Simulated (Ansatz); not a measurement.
**Isostructural Al3Cu, Ga3Cu, In3Cu: table of trends from a Python script**

A script is to give a table of trends; the system is isostructural Al3Cu, Ga3Cu, In3Cu.

Computed with Ansatz 0.2.0 through its Python package. Level of theory: DFT PBEsol+D3(BJ) with three-body term, plane waves, norm-conserving potentials.

### 1 The structure

Al3Cu Pm-3m: The structure is cubic, space group Pm-3m (No. 221). The conventional cell has a = 3.924 Å, b = 3.924 Å, c = 3.924 Å, α = 90.00°, β = 90.00°, γ = 90.00°. Al (site symmetry 4/mmm) is surrounded by 8 Al at 2.77 Å and 4 Cu at 2.77 Å. Around Cu (site symmetry m-3m) lie 12 Al at 2.77 Å.

Ga3Cu Pm-3m: It takes space group Pm-3m (No. 221, cubic). The conventional cell has a = 4.035 Å, b = 4.035 Å, c = 4.035 Å, α = 90.00°, β = 90.00°, γ = 90.00°. Ga (site symmetry 4/mmm) is surrounded by 8 Ga at 2.85 Å and 4 Cu at 2.85 Å. Around Cu (site symmetry m-3m) lie 12 Ga at 2.85 Å.

In3Cu Pm-3m: Symmetry: Pm-3m, No. 221, cubic system. The conventional cell has a = 4.483 Å, b = 4.483 Å, c = 4.483 Å, α = 90.00°, β = 90.00°, γ = 90.00°. Around In (site symmetry 4/mmm) lie 8 In at 3.17 Å and 4 Cu at 3.17 Å. Cu (site symmetry m-3m) is surrounded by 12 In at 3.17 Å.

The script holds or builds the structure itself.

### 2 The code

File al3cu_trend.py:

```python
# -*- coding: utf-8 -*-
"""Trends along isostructural compounds in space group Pm-3m, after relaxing atoms and volume at fixed cell shape."""

import warnings

import ansatz as az
import matplotlib.pyplot as plt
import numpy as np
from tabulate import tabulate

XC = "pbesol"
VDW = "d3bjatm"
KSPACING = 0.3
OCCUPATIONS = "fermi_dirac"
SMEARING_WIDTH = 0.1


def solve(name, crystal):
    calc = (
        crystal.calculation()
        .functional(XC, dispersion=VDW)
        .pseudopotentials("nc")
        .scf(self_checks="low")
        .kpoints(spacing=KSPACING)  # the mesh must be finer for metals
        .occupations(OCCUPATIONS, width=SMEARING_WIDTH)
        .stress()
        .band_table()
    )
    calc = calc.relax(force_tolerance=0.02, max_steps=60, fix_cell=["shape"])
    return calc.run()


def volume_per_atom(outcome):
    return abs(np.linalg.det(outcome.lattice.cell_ang)) / len(outcome.lattice.sites)

warnings.simplefilter("ignore", az.DeckWarning)

phases = {}
al3cu = (
    az.Lattice.cubic(3.924151)
    .space_group(221)
    .atom("Al", (0.0, 0.5, 0.5))
    .atom("Cu", (0.0, 0.0, 0.0))
)
phases["Al3Cu"] = al3cu
ga3cu = (
    az.Lattice.from_parameters(4.035333, 4.035333, 4.035333, alpha=90.0, beta=90.0, gamma=90.0)
    .atom("Ga", (0.0, 0.5, 0.5))
    .atom("Ga", (0.5, 0.0, 0.5))
    .atom("Ga", (0.5, 0.5, 0.0))
    .atom("Cu", (0.0, 0.0, 0.0))
)
phases["Ga3Cu"] = ga3cu
in3cu = (
    az.Lattice.cubic(4.482767)
    .space_group(221)
    .atom("In", (0.0, 0.5, 0.5))
    .atom("Cu", (0.0, 0.0, 0.0))
)
phases["In3Cu"] = in3cu

done = {}
for name, crystal in phases.items():
    try:
        done[name] = solve(name, crystal)
    except az.NonConvergedError as error:
        print(name, "did not converge:", str(error)[:120])

rows = [(name, volume_per_atom(o)) for name, o in done.items()]
print(tabulate(rows, headers=["compound", "V (A^3/atom)"], floatfmt=".4f", tablefmt="psql"))
plt.figure(figsize=(4.5, 3))
plt.bar([row[0] for row in rows], [row[1] for row in rows])
plt.ylabel("V (A^3/atom)")
plt.tight_layout()
plt.savefig("trend.png", dpi=100)
```

### 3 What the engine is handed

The engine receives this input (first run):

```yaml
crystal:
  lattice:
    bravais: cubic
    a: 3.924151
  space_group: 221
  atoms:
    - { symbol: Al, position: [0.0, 0.5, 0.5] }
    - { symbol: Cu, position: [0.0, 0.0, 0.0] }
kpoints:
  mp_grid:
    kspacing: 0.3
hamiltonian:
  xc: pbesol
  dispersion: d3bjatm
  pseudopotentials:
    kind: nc
scf:
  self_checks: low
  occupations:
    method: fermi_dirac
    width: 0.1
relax:
  f_tol: 0.02
  max_steps: 60
  cell:
    fix: [shape]
output:
  stress: true
  eigenvalues: true
```

### 4 Launch

On the command line:

```
$ python al3cu_trend.py
```

What it wrote:

```text
+------------+----------------+
| compound   |   V (A^3/atom) |
|------------+----------------|
| Al3Cu      |        14.1823 |
| Ga3Cu      |        14.8722 |
| In3Cu      |        20.3254 |
+------------+----------------+
```

It took 1.7 min on 1 thread of Arm Neoverse V2, shared host; peak memory 0.64 GiB.

### 5 Inputs of later runs

The engine's inputs for the other runs:

Run 2, against run 1:

```diff
@@ -3,3 +3,6 @@
-    bravais: cubic
-    a: 3.924151
-  space_group: 221
+    a: 4.035333
+    b: 4.035333
+    c: 4.035333
+    alpha: 90.0
+    beta: 90.0
+    gamma: 90.0
@@ -7 +10,3 @@
-    - { symbol: Al, position: [0.0, 0.5, 0.5] }
+    - { symbol: Ga, position: [0.0, 0.5, 0.5] }
+    - { symbol: Ga, position: [0.5, 0.0, 0.5] }
+    - { symbol: Ga, position: [0.5, 0.5, 0.0] }
```

Run 3, against run 1:

```diff
@@ -4 +4 @@
-    a: 3.924151
+    a: 4.482767
@@ -7 +7 @@
-    - { symbol: Al, position: [0.0, 0.5, 0.5] }
+    - { symbol: In, position: [0.0, 0.5, 0.5] }
```

### 6 What each run gave

One row for each of the 3 runs:

```
run           system  energy (eV/atom)  final volume (Å³/atom)  pressure (GPa)  SCF cycles in all  CPU time (s)
  1  Al3Cu (4 atoms)        -1336.5895                   14.18            0.00                 36            29
  2  Ga3Cu (4 atoms)        -2847.3689                   14.87           -0.01                 31            37
  3  In3Cu (4 atoms)        -2642.0889                   20.33           -0.01                 33            36
```

Energies are free energies F = E - TS of the smeared occupations. Totals carry meaning only in balanced differences at one level of theory.

### 7 How the relaxation of run 1 went

Relaxation path:

| step | energy from step 1 (eV/cell) | largest force component (eV/Å) | pressure (GPa) | volume (Å³) |
| --- | --- | --- | --- | --- |
| 1 | 0.0000 | 0.0000 | -6.15 | 60.43 |
| 2 | -0.0750 | 0.0000 | 0.42 | 56.52 |
| 3 | -0.0752 | 0.0000 | -0.04 | 56.75 |
| 4 | -0.0751 | 0.0000 | -0.05 | 56.75 |
| 5 | -0.0751 | 0.0000 | 0.00 | 56.73 |
| 6 | -0.0751 | 0.0000 | 0.00 | 56.73 |

Step 1 is the start. Steps 4, 6 each repeat the geometry before them on a plane-wave basis chosen anew, so the energy can jump there without any move.

|  | before | after | change |
| --- | --- | --- | --- |
| a (Å) | 3.924 | 3.842 | -2.1 % |
| b (Å) | 3.924 | 3.842 | -2.1 % |
| c (Å) | 3.924 | 3.842 | -2.1 % |
| volume (Å³/atom) | 15.11 | 14.18 | -6.1 % |
| shortest distance (Å) | 2.775 | 2.717 | -2.1 % |
| space group (0.01 Å) | Pm-3m | Pm-3m | same |

The run keeps the 48 symmetry operations of the start, so it could not have lowered the symmetry.

### 8 The relaxation of run 3, step by step

Step by step:

| step | E - E(step 1) (eV/cell) | largest force component (eV/Å) | pressure (GPa) | volume (Å³) |
| --- | --- | --- | --- | --- |
| 1 | 0.0000 | 0.0000 | -5.14 | 90.08 |
| 2 | -0.1463 | 0.0000 | 1.58 | 79.37 |
| 3 | -0.1551 | 0.0000 | -0.27 | 81.65 |
| 4 | -0.1554 | 0.0000 | -0.01 | 81.30 |
| 5 | -0.1550 | 0.0000 | -0.01 | 81.30 |

Step 1 is the start. Step 5 repeats the geometry before it on a plane-wave basis chosen anew for that cell, so its energy need not be comparable with the rows above.

|  | before | after | change |
| --- | --- | --- | --- |
| a (Å) | 4.483 | 4.332 | -3.4 % |
| b (Å) | 4.483 | 4.332 | -3.4 % |
| c (Å) | 4.483 | 4.332 | -3.4 % |
| volume (Å³/atom) | 22.52 | 20.33 | -9.7 % |
| shortest distance (Å) | 3.170 | 3.063 | -3.4 % |
| space group (0.01 Å) | Pm-3m | Pm-3m | same |

Forces and stress were held to the start's 48 operations: a distortion of lower symmetry was not tested.

### 9 Summary of results

| quantity | value |
| --- | --- |
| runs compared | 3 |
| Al3Cu (run 1): relaxed volume, space group | 14.18 Å³/atom, Pm-3m |
| Ga3Cu (run 2): relaxed volume, space group | 14.87 Å³/atom, Pm-3m |
| In3Cu (run 3): relaxed volume, space group | 20.33 Å³/atom, Pm-3m |

What this shows: By relaxed volume an atom the order is Al3Cu (run 1) < Ga3Cu (run 2) < In3Cu (run 3). In run 1, the volume shrank by 6.1 % over 3 moves, and the space group stayed Pm-3m. In run 3, the volume shrank by 9.7 % over 3 moves, and the space group stayed Pm-3m. Caveats:
- No spin polarisation was allowed.
- For the metals among these cells the mesh is coarse, so their volumes and pressures are rough.
- Atoms and volume are relaxed with the cell's shape held, which in cells of lower than cubic symmetry can hide stresses and shift volumes.
- Some members of the series are computed structures and not known phases.
